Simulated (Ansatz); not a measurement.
**H4O2Se2Ti: up Jacob's ladder to CCSD(T)**

The task here is to estimate one member of a computed series from the others.

Method: functionals in def2-TZVPP, the program's frozen cores in correlated methods; program: Ansatz 0.2.0, Gaussian basis.

The runs, in order: PBE-D4, r2SCAN-D4, PBE0-D4, B3LYP-D4, ωB97X-V, ωB97M-V, B2PLYP; CCSD(T)/def2-TZVPP; MP2/def2-QZVPP; extrapolation to the limit.

## The geometry

The geometry comes from an earlier relaxation with PBE0-D4 in a triple-zeta def2 set; it is a stationary point, not always the lowest conformer.

SMILES `[OH][Ti]([OH])([SeH])[SeH]`, 9 atoms, charge 0, spin multiplicity 1.

Atoms are counted from 1 here; the program's logs count them from 0.

Bond lengths: O1–Ti2 1.770 Å, O1–H6 0.958 Å, Ti2–O3 1.764 Å, Ti2–Se4 2.432 Å, Ti2–Se5 2.434 Å, O3–H7 0.957 Å, Se4–H8 1.472 Å, Se5–H9 1.472 Å. Angles: Ti2–O1–H6 139.8°, O1–Ti2–O3 115.4°, O1–Ti2–Se4 103.7°, O1–Ti2–Se5 112.2°, O3–Ti2–Se4 111.2°, O3–Ti2–Se5 104.5°, Se4–Ti2–Se5 110.0°, Ti2–O3–H7 144.4°, Ti2–Se4–H8 91.0°, Ti2–Se5–H9 90.4°.

Set-up of the first run:

in.yaml reads:

```yaml
crystal:
  periodic: [false, false, false]
  atoms:
    - {symbol: O, position_ang: [-1.910682, 0.179293, 0.102126]}
    - {symbol: Ti, position_ang: [-0.161426, -0.090923, 0.119575]}
    - {symbol: O, position_ang: [0.372432, -1.543613, 0.965090]}
    - {symbol: Se, position_ang: [0.430436, -0.179278, -2.237739]}
    - {symbol: Se, position_ang: [1.036948, 1.725683, 1.209190]}
    - {symbol: H, position_ang: [-2.717941, -0.233045, 0.411114]}
    - {symbol: H, position_ang: [0.846817, -2.369170, 0.870316]}
    - {symbol: H, position_ang: [1.863154, -0.201554, -1.902491]}
    - {symbol: H, position_ang: [0.240251, 2.712607, 0.462810]}
basis:
  gaussian: {orbitals: def2-TZVPP}
hamiltonian: {xc: pbe, dispersion: d4}
output: {forces: true, orbitals: {seedname: orbitals}}
```

On the command line:

```console
ansatz run in.yaml --threads 2 --pin off --events-out ev --progress --plain --max-ram 22528MiB --backend cuda --devices 0, --max-vram 18GiB
```

Steps of the session up to this table: PBE-D4 (GGA); r2SCAN-D4 (meta-GGA); PBE0-D4 (hybrid); B3LYP-D4 (hybrid); ωB97X-V (range-separated); ωB97M-V (range-separated); B2PLYP (double hybrid).

One of the session's tables, all rows but one given; the rest of the session is left out.

It belongs to the step «Orbital energies across the functionals». 

```
functional  HOMO (eV)  LUMO (eV)  gap (eV)
    PBE-D4          ?          ?         ?
 r2SCAN-D4      -5.95      -3.08      2.87
   PBE0-D4      -6.75      -2.26      4.49
  B3LYP-D4      -6.52      -2.48      4.04
   ωB97X-V      -8.92      -0.20      8.72
   ωB97M-V      -8.79      -0.21      8.58
```

**Question.** Estimate the row for PBE-D4.

The run gave: HOMO (eV): -5.67; LUMO (eV): -3.12; gap (eV): 2.55. In the column «HOMO (eV)» it is the highest.
